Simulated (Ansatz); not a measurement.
# MoPt2: the cost of one run

Method: DFT PBEsol, scalar-relativistic, plane waves, PAW, in Ansatz 0.2.0.

3 further runs of the same task are left out: 3 that didn't finish.

**1. Starting point**

The structure is orthorhombic, space group Immm (No. 71). The conventional cell has a = 2.748 Å, b = 3.915 Å, c = 8.238 Å, α = 90.00°, β = 90.00°, γ = 90.00°. Mo (site symmetry mmm) has 10 Pt at 2.68 to 2.91 Å and 2 Mo at 2.75 Å as nearest neighbours. Pt (site symmetry mm2) has 3 Pt at 2.42 to 2.75 Å and 4 Mo at 2.68 Å as nearest neighbours.

Structure file:

```cif
data_structure
_symmetry_space_group_name_H-M 'P 1'
_symmetry_Int_Tables_number 1
_cell_length_a 4.7630
_cell_length_b 4.7630
_cell_length_c 4.7630
_cell_angle_alpha 146.467
_cell_angle_beta 131.467
_cell_angle_gamma 60.281
_cell_volume 44.31
loop_
_atom_site_label
_atom_site_type_symbol
_atom_site_fract_x
_atom_site_fract_y
_atom_site_fract_z
_atom_site_occupancy
Mo1 Mo 0.00000 0.00000 0.00000 1
Pt1 Pt 0.35300 0.35300 0.00000 1
Pt2 Pt 0.64700 0.64700 0.00000 1
```

Source of the structure: the Crystallography Open Database.

(A quick probe on a coarse mesh, which set the mesh and smearing, is not shown.)

**3. Coarse relaxation**

input.yaml reads:

```yaml
crystal:
  lattice:
    - [-1.3739996695, 1.9574995291, 4.1189990092]
    - [1.3739996695, -1.9574995291, 4.1189990092]
    - [1.3739996695, 1.9574995291, -4.1189990092]
  atoms:
    - { symbol: Mo, position: [0.0, 0.0, 0.0] }
    - { symbol: Pt, position: [0.353, 0.353, 0.0] }
    - { symbol: Pt, position: [0.647, 0.647, 0.0] }
basis:
  ecutwfc: 420
kpoints:
  mp_grid: { grid: [8, 8, 8] }
hamiltonian:
  xc: pbesol
scf:
  occupations: { method: gaussian, width: 0.1 }
output:
  forces: true
  stress: true
  eigenvalues: true
relax:
  adjacent_minimum: "off"
  f_tol: 0.05
  max_steps: 80
  cell: { stress_tol: 0.5 }
```

Launch:

```sh
$ ansatz run input.yaml --threads 2 --pin off --max-ram 5632MiB --backend cpu --events-out ev --progress --plain --runs-dir out
```

What time and memory should one allow on 2 threads of Arm Neoverse V2, shared host?

About 15 s, with a peak of 0.4 GiB.
